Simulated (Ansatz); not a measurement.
# AlH3S (SMILES [AlH2][SH]): PBE/def2-TZVP

Aim: the electronic atomisation energy of AlH3S at PBE/def2-TZVP, from 4 runs. 

The calculation is run with Ansatz 0.2.0.

48 further runs of the same task are left out: 48 set aside as unsound or not needed.

## 1. The structure to begin with

AlH3S has 5 atoms, charge 0, and is taken as a singlet. SMILES: `[AlH2][SH]`. Geometry: relaxed at PBE0-D4/def2-TZVP.

Bond lengths: Al1–S2 2.181 Å, Al1–H3 1.579 Å, Al1–H4 1.581 Å, S2–H5 1.344 Å. Angles: Al1–S2–H5 93.7°, S2–Al1–H3 116.5°, S2–Al1–H4 118.9°, H3–Al1–H4 124.6°.

## 2. A single-point energy at PBE/def2-TZVP

Input file input.yaml:

```yaml
basis:
  gaussian: {orbitals: def2-TZVP}
crystal:
  periodic: [false, false, false]
  atoms:
    - {symbol: Al, position_ang: [-0.616100, -0.064200, -0.181700]}
    - {symbol: S, position_ang: [1.129100, -0.343100, 1.096600]}
    - {symbol: H, position_ang: [-1.981700, -0.650100, 0.351100]}
    - {symbol: H, position_ang: [-0.441100, 0.696000, -1.556400]}
    - {symbol: H, position_ang: [1.959700, 0.287800, 0.249000]}
accuracy: high
hamiltonian: {xc: pbe}
output: {orbitals: {seedname: orbitals}}
```

On the command line:

```
ansatz run input.yaml --threads 1 --pin off --max-ram 3480MiB --events-out events.jsonl --progress --plain --runs-dir runs
```

Output:

```text
Warning: RAYON_NUM_THREADS=1 ignored (pool sized by the plan → 1); use --threads N
Functional definition: PBE
  name "PBE"
  parameter kappa = 0.804
  parameter beta = 0.06672455060314922
  exchange = pbe_x(kappa = kappa, mu = beta*pi^2/3)
  correlation = pbe_c(beta = beta)
1572 factors; integrals over basis functions are off by at most 3.5e-9 eV
mean field evaluation 1: about -17472.2156 eV, gradient 2.2e1 eV
mean field evaluation 2: about -17471.9143 eV, gradient 2.7e1 eV
mean field evaluation 4: about -17473.8476 eV, gradient 1.6e0 eV
mean field evaluation 8: about -17473.8484 eV, gradient 5.3e-2 eV
mean field evaluation 16: about -17473.8484 eV, gradient 5.1e-6 eV
mean field -17473.84836782 eV, -642.1520833174 hartree, gradient 1.6e-8 eV, S^2 0.000000; 0 other end points of the search recorded, 0 dependent functions left out
reference -17473.84837114 eV, -642.1520834395 hartree; 16, 16 occupied and 76, 76 virtual orbitals, 1572 factors
Total energy: -17473.84837114 eV, -642.1520834395 hartree
```

Run time: 5.1 s. Hardware: 1 thread of Arm Neoverse V1, shared host; peak memory 0.18 GiB.

## 3. The Al atom at the same level

Input file job.yaml:

```yaml
basis:
  gaussian: {orbitals: def2-TZVP}
crystal:
  periodic: [false, false, false]
  atoms:
    - {symbol: Al, position_ang: [0.000000, 0.000000, 0.000000]}
magnetization: {spin_polarized: true, initial_magnetization: 1}
hamiltonian: {xc: {name: PBE}}
accuracy: high
```

Run the same way, it converges to -242.22759 Eh (log not shown).

## 4. The H atom, same level

Input file molecule.yaml:

```yaml
crystal:
  periodic: [false, false, false]
  atoms:
    - {symbol: H, position_ang: [0.000000, 0.000000, 0.000000]}
basis:
  gaussian:
    orbitals: def2-TZVP
magnetization:
  spin_polarized: true
  initial_magnetization: 1
hamiltonian:
  xc: {name: PBE}
accuracy: high
```

Run the same way, it converges to -0.49962 Eh (log not shown).

## 5. The S atom, same level

Input file in.yaml:

```yaml
basis:
  gaussian:
    orbitals: def2-TZVP
crystal:
  periodic: [false, false, false]
  atoms:
    - {symbol: S, position_ang: [0.000000, 0.000000, 0.000000]}
magnetization:
  spin_polarized: true
  initial_magnetization: 2
hamiltonian:
  xc: {name: PBE}
accuracy: high
```

Run the same way, it converges to -397.93833 Eh (log not shown).

## 6. Outcome

Level: PBE/def2-TZVP.

| quantity | value |
| --- | --- |
| molecule: total energy | -642.15208 Eh |
| molecule: HOMO energy | -6.69 eV |
| molecule: LUMO energy | -2.15 eV |
| molecule: HOMO–LUMO gap | 4.54 eV |
| Al atom: total energy | -242.22759 Eh |
| Al atom: ⟨S²⟩ | 0.755 |
| H atom: total energy | -0.49962 Eh |
| H atom: ⟨S²⟩ | 0.750 |
| S atom: total energy | -397.93833 Eh |
| S atom: ⟨S²⟩ | 2.004 |
| electronic atomisation energy | 13.260 eV |

**Reading.** Taking the molecule apart into free atoms costs 13.26 eV (306 kcal/mol), before zero-point energy and without spin-orbit coupling.
